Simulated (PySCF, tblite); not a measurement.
# C4H9FSi: infrared bands and NMR shifts

Wanted: the infrared bands and NMR shifts of C4H9FSi (`C[C@@H]1[SiH2]C[C@@H]1F`), by calculation.

Programs: tblite 0.8.0 and PySCF 2.14.0, with density-fitted response routines of our own. Each step states its level of theory. These are calculated values for one molecule in the gas phase, unless marked as measured. Atoms count from 0, in the outputs and in this text.

## 1. Starting geometry

15 atoms, charge 0, multiplicity 1; geometry from: GFN2-xTB.

Bonds of the start (Å): C0–C1 1.52, C1–Si2 1.92, Si2–C3 1.91, C3–C4 1.53, C4–F5 1.38, C4–C1 1.54, C0–H6 1.09, C0–H7 1.09, C0–H8 1.09, C1–H9 1.09, Si2–H10 1.46, Si2–H11 1.46, C3–H12 1.09, C3–H13 1.09, C4–H14 1.09.

## 2. Infrared spectrum with GFN2-xTB

The job: settings as JSON, then the geometry in Å.

```
{"job": {"kind": "ir", "xc": "GFN2-xTB", "basis": "xTB"}, "charge": 0, "multiplicity": 1}
C     -1.698202     0.200397    -0.499374
C     -0.597904     0.194769     0.554218
Si     0.925573     1.286617     0.128542
C      1.509145    -0.488865    -0.271348
C      0.296858    -1.060019     0.472615
F     -0.287627    -2.123966    -0.180430
H     -2.246086     1.139743    -0.467008
H     -1.279151     0.077777    -1.495662
H     -2.397434    -0.616744    -0.328008
H     -1.053830     0.306169     1.539249
H      1.576937     1.898272     1.285844
H      0.775877     2.213446    -0.988864
H      1.441537    -0.734708    -1.329521
H      2.467379    -0.850945     0.091060
H      0.562515    -1.433953     1.466776
```

**Question.** This job is followed by: GIAO PBE0/pcSseg-1 NMR shielding, non-relativistic, gas phase. What will the session give for the following? strongest single infrared mode (GFN2-xTB); zero-point energy (GFN2-xTB); 13C shifts against TMS (PBE0/pcSseg-1); 1H shifts against TMS (PBE0/pcSseg-1, means over atoms taken as alike); 29Si shifts against TMS (PBE0/pcSseg-1); 19F shifts against CFCl3 (PBE0/pcSseg-1).

The runs gave:

| quantity | value |
| --- | --- |
| strongest single infrared mode (GFN2-xTB) | 2276 cm⁻¹, 340 km/mol |
| zero-point energy (GFN2-xTB) | 73.7 kcal/mol |
| 13C shifts against TMS (PBE0/pcSseg-1) | 90.5, 30.6, 19.9, 12.7 ppm |
| 1H shifts against TMS (PBE0/pcSseg-1, means over atoms taken as alike) | 5.28, 4.29, 4.14, 2.17, 2.02, 2.00, 1.39 ppm |
| 29Si shifts against TMS (PBE0/pcSseg-1) | -55.8 ppm |
| 19F shifts against CFCl3 (PBE0/pcSseg-1) | -187.8 ppm |

What this shows: No mode is imaginary among the 39: a minimum at this level. The strongest single mode, at 2276 cm⁻¹, moves mainly H10. Unscaled tight-binding wavenumbers are off by several per cent, some by more. Its intensities can rank the bands wrongly. H14 (hydrogen on an sp3 CH bonded to F) lies farthest downfield among hydrogen, at 5.28 ppm; its carbon carries F, which withdraws density. At PBE0/pcSseg-1: Shielding is most anisotropic at F5 (span 123 ppm, paramagnetic term -115 ppm).
